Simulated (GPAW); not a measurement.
The system is CsLiCr2Te2S3.

```
Cs Li Cr Te S
1.0
     3.42162   -5.18069    0.00784
     3.42162    5.18069    0.00784
    -2.90411    0.00000    7.43093
Cs Li Cr Te S
1 1 2 2 3
Direct
  0.09374 0.09374 0.00853
  0.58875 0.58875 0.55336
  0.05646 0.46755 0.55790
  0.46755 0.05646 0.55790
  0.56486 0.87357 0.29035
  0.87357 0.56486 0.29035
  0.81151 0.39697 0.73347
  0.39697 0.81151 0.73347
  0.21404 0.21404 0.48371
```

The cell was built by a generator and needn't be a form met in nature.

Base run:

- Program: GPAW 26.7.0
- Functional: PBE
- Potentials or basis: GPAW PAW data sets (gpaw-data 1.2.1)
- Cutoff: 800 eV
- Basis: pw
- k mesh: 4 × 4 × 3
- Occupations: fermi-dirac, width 0.05 eV
- Spin: collinear spin, ferromagnetic start
- Starting moments: [0.0, 0.0, 3.0, 3.0, 0.0, 0.0, 0.0, 0.0, 0.0] μB
- Hubbard terms: Cr d U = 2 eV

Its results: pressure 2.4 GPa; net moment 4.96 μB per cell; site moments Cs -0.00; Li +0.00; Cr +2.83; Te -0.17; S -0.13, -0.15 μB; largest force 0.983 eV/Å.

**Question.** The run is repeated on the same cell with these changes: hubbard terms from Cr d U = 2 eV to Cr d U = 3 eV. What comes out?

**Answer.** Pressure 3.4 GPa; net moment 5.40 μB per cell; site moments Cs -0.00; Li +0.00; Cr +3.04; Te -0.14; S -0.16, -0.18 μB; largest force 1.530 eV/Å.

Caveats: only a ferromagnetic start was run, and an antiferromagnetic order may lie lower in energy; forces of over 1 eV/Å show positions far from the minimum, so gaps and moduli don't describe the material at rest (some runs).
